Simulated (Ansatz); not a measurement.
**TlSbO2: a single-point run**

Aim: a sound single-point run of TlSbO2. The structure is shown as the input types it. The cell is built on a prototype (ordering on rocksalt) and needn't be the phase found in nature.

Method: density functional or hybrid calculation with the settings of its input, plane waves (as first typed), in Ansatz 0.2.0.

3 further runs of the same task are left out: 3 that didn't finish.

## Step 1: The system as given

The structure is trigonal, space group R-3m (No. 166). The conventional cell has a = 3.516 Å, b = 3.516 Å, c = 19.428 Å, α = 90.00°, β = 90.00°, γ = 120.00°. Tl (site symmetry -3m) is surrounded by 6 O at 2.89 Å. Sb (site symmetry -3m) is surrounded by 6 O at 2.35 Å. O (site symmetry 3m) is surrounded by 3 Sb at 2.35 Å and 3 Tl at 2.89 Å.

Coordinates:

```xyz
4
Lattice="1.7581 1.0151 6.4759 -1.7581 1.0151 6.4759 0.0000 -2.0301 6.4759" Properties=species:S:1:pos:R:3 pbc="T T T"
Tl    1.7581    1.0151    6.4759
Sb    0.0000    0.0000    9.7139
O     0.0000    0.0000    4.4125
O     0.0000    0.0000   15.0153
```

## Step 2: Running it

The input, input.yaml:

```yaml
crystal:
  lattice:
    - [1.7581217909, 1.0150520892, 6.4759405486]
    - [-1.7581217909, 1.0150520892, 6.4759405486]
    - [0.0, -2.0301041785, 6.4759405486]
  atoms:
    - { symbol: Tl, position: [1.0, 0.0, 0.0] }
    - { symbol: Sb, position: [0.5, 0.5, 0.5] }
    - { symbol: O, position: [0.2271237186, 0.2271237186, 0.2271237186] }
    - { symbol: O, position: [0.7728762814, 0.7728762814, 0.7728762814] }
kpoints:
  mp_grid: { grid: [6, 6, 6] }
hamiltonian:
  xc: r2scan
scf:
  occupations: { method: fermi_dirac, width: 0.02 }
  n_extra_bands: 5
  max_iter: 96
output:
  forces: true
  stress: true
  eigenvalues: true
basis:
  ecutwfc: 120
```

Command:

```bash
$ ansatz run input.yaml --threads 4 --pin off --max-ram 3686MiB --backend cpu --events-out ev --progress --plain --runs-dir out
```

**Question.** How will this run end, and is anything wrong with its input?

The run converged and reported no error, with warnings (cutoff below recommended). Its log warns: «basis.ecutwfc = 120 eV is below the records' recommended 500 eV ...»

In the input, basis.ecutwfc is 120. The basis cutoff is far too low: the plane waves can't represent the orbitals near the cores. The potentials' recommended cutoff is 500 eV.

Run again and compare: delete basis.ecutwfc (the default then holds).
